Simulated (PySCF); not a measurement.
**Cu, Cu⁺: ionisation energy in jorge-DZP-DKH**

Aim: the ionisation energy of copper from differences of total energies, at each level of theory, and how far each lands from the tabulated value where there is one.

Method: unrestricted determinants in a Gaussian basis, no spin-orbit coupling in the energies. Code: PySCF 2.14.0.

13 further runs of the same task are left out: 11 that didn't finish, 2 set aside as unsound or not needed.

## (1) Starting point

```
Element                                   : copper (Z = 29)
Basis                                     : jorge-DZP-DKH (8s6p2d1f, 43 functions)
Hamiltonian                               : scalar relativity by spin-free X2C-1e
State 1                                   : Cu: [Ar] 3d10 4s1, 2S determinant
State 2                                   : Cu⁺: [Ar] 3d10, closed-shell 1S
Methods                                   : UHF, BP86, LDA, MP2, CCSD(T)
Core shells frozen in the correlated runs : valence: [Ar] (for Cu)
```

The outer shells:

Cu [Ar] 3d10 4s1
```
[Ar] core
3d [↑↓][↑↓][↑↓][↑↓][↑↓]
4s [↑ ]
```

Cu+ [Ar] 3d10
```
[Ar] core
3d [↑↓][↑↓][↑↓][↑↓][↑↓]
```

One driver process ran all states and methods and kept the integrals in memory. Each run is shown as a PySCF script that sums up its settings (the driver passes frozen orbitals as a list and adds second-order terms of double hybrids); the logs are those of the runs themselves. The driver starts from symmetry-adapted Hartree-Fock orbitals, holds the occupation by maximum overlap and uses a logarithmic radial grid for functionals, so a plain start would take other cycles.

It was started by

```sh
$ OMP_NUM_THREADS=1 python atomrun2.py TASK.json OUT
```

The integrals over 43 functions and the set-up took 0.11 s of CPU time.

## (2) Cu, method by method

#### UHF

Contents of input.py:

```python
from pyscf import gto, scf, dft, mp, cc
import basis_set_exchange as bse
mol = gto.M(atom="Cu 0 0 0", charge=0, spin=1, symmetry="D2h",
            basis=gto.basis.parse(bse.get_basis("jorge-DZP-DKH", elements=["Cu"], fmt="nwchem", header=False)),
            nucmod="G")
mf = scf.UHF(mol).sfx2c1e()
mf.irrep_nelec = {'Ag': (6, 5), 'B1g': (1, 1), 'B2g': (1, 1), 'B3g': (1, 1), 'B1u': (2, 2), 'B2u': (2, 2), 'B3u': (2, 2)}
mf.kernel()
```

#### BP86

input.py differs from the last one in:

```diff
@@ -5,3 +5,3 @@
             nucmod="G")
-mf = scf.UHF(mol).sfx2c1e()
+mf = dft.UKS(mol, xc="B88,P86").sfx2c1e()
 mf.irrep_nelec = {'Ag': (6, 5), 'B1g': (1, 1), 'B2g': (1, 1), 'B3g': (1, 1), 'B1u': (2, 2), 'B2u': (2, 2), 'B3u': (2, 2)}
```

#### LDA

input.py differs from the last one in:

```diff
@@ -5,3 +5,3 @@
             nucmod="G")
-mf = dft.UKS(mol, xc="B88,P86").sfx2c1e()
+mf = dft.UKS(mol, xc="LDA,VWN").sfx2c1e()
 mf.irrep_nelec = {'Ag': (6, 5), 'B1g': (1, 1), 'B2g': (1, 1), 'B3g': (1, 1), 'B1u': (2, 2), 'B2u': (2, 2), 'B3u': (2, 2)}
```

#### MP2 (valence)

input.py differs from the last one in:

```diff
@@ -5,4 +5,5 @@
             nucmod="G")
-mf = dft.UKS(mol, xc="LDA,VWN").sfx2c1e()
+mf = scf.UHF(mol).sfx2c1e()
 mf.irrep_nelec = {'Ag': (6, 5), 'B1g': (1, 1), 'B2g': (1, 1), 'B3g': (1, 1), 'B1u': (2, 2), 'B2u': (2, 2), 'B3u': (2, 2)}
 mf.kernel()
+mp.UMP2(mf, frozen=9).kernel()
```

#### CCSD(T) (valence)

input.py differs from the last one in:

```diff
@@ -8,2 +8,3 @@
 mf.kernel()
-mp.UMP2(mf, frozen=9).kernel()
+mycc = cc.CCSD(mf, frozen=9).run()
+mycc.ccsd_t()
```

## (3) Cu⁺: the ladder of methods

#### UHF

Contents of input.py:

```python
from pyscf import gto, scf, dft, mp, cc
import basis_set_exchange as bse
mol = gto.M(atom="Cu 0 0 0", charge=1, spin=0, symmetry="D2h",
            basis=gto.basis.parse(bse.get_basis("jorge-DZP-DKH", elements=["Cu"], fmt="nwchem", header=False)),
            nucmod="G")
mf = scf.UHF(mol).sfx2c1e()
mf.irrep_nelec = {'Ag': (5, 5), 'B1g': (1, 1), 'B2g': (1, 1), 'B3g': (1, 1), 'B1u': (2, 2), 'B2u': (2, 2), 'B3u': (2, 2)}
mf.kernel()
```

#### BP86

input.py differs from the last one in:

```diff
@@ -5,3 +5,3 @@
             nucmod="G")
-mf = scf.UHF(mol).sfx2c1e()
+mf = dft.UKS(mol, xc="B88,P86").sfx2c1e()
 mf.irrep_nelec = {'Ag': (5, 5), 'B1g': (1, 1), 'B2g': (1, 1), 'B3g': (1, 1), 'B1u': (2, 2), 'B2u': (2, 2), 'B3u': (2, 2)}
```

#### LDA

input.py differs from the last one in:

```diff
@@ -5,3 +5,3 @@
             nucmod="G")
-mf = dft.UKS(mol, xc="B88,P86").sfx2c1e()
+mf = dft.UKS(mol, xc="LDA,VWN").sfx2c1e()
 mf.irrep_nelec = {'Ag': (5, 5), 'B1g': (1, 1), 'B2g': (1, 1), 'B3g': (1, 1), 'B1u': (2, 2), 'B2u': (2, 2), 'B3u': (2, 2)}
```

#### MP2 (valence)

input.py differs from the last one in:

```diff
@@ -5,4 +5,5 @@
             nucmod="G")
-mf = dft.UKS(mol, xc="LDA,VWN").sfx2c1e()
+mf = scf.UHF(mol).sfx2c1e()
 mf.irrep_nelec = {'Ag': (5, 5), 'B1g': (1, 1), 'B2g': (1, 1), 'B3g': (1, 1), 'B1u': (2, 2), 'B2u': (2, 2), 'B3u': (2, 2)}
 mf.kernel()
+mp.UMP2(mf, frozen=9).kernel()
```

#### CCSD(T) (valence)

input.py differs from the last one in:

```diff
@@ -8,2 +8,3 @@
 mf.kernel()
-mp.UMP2(mf, frozen=9).kernel()
+mycc = cc.CCSD(mf, frozen=9).run()
+mycc.ccsd_t()
```

Before running it: what results should come out?

The runs gave:

| quantity | value |
| --- | --- |
| ionisation energy, Cu | UHF 6.446, CCSD(T) (valence) 6.957 eV; reference 7.726 |

Accuracy against cost (mean over 1 difference):

```
           method  mean absolute miss against the measured value (with the measured fine structure taken into account where it is known) (eV)  CPU time, both states (s)
              UHF                                                                                                                       1.280                       0.23
             BP86                                                                                                                       0.214                        1.1
              LDA                                                                                                                       0.334                       0.62
    MP2 (valence)                                                                                                                       0.779                       0.29
SCS-MP2 (valence)                                                                                                                       0.850                       0.29
   CCSD (valence)                                                                                                                       0.807                           
CCSD(T) (valence)                                                                                                                       0.769                        1.8
```

In words: BP86 lands nearest to the measured value (off by 0.21 eV); UHF misses by most (1.28 eV). Hartree-Fock falls short because the species with more electrons holds more correlation energy, which it lacks. LDA is off by +0.33 eV. The basis is finite, and no extrapolation was made. The dearest level timed, CCSD(T) (valence), costs 7.9 times the cheapest, UHF, and differs from the measured value (with the measured fine structure taken into account where it is known) by 0.77 against 1.28 eV.
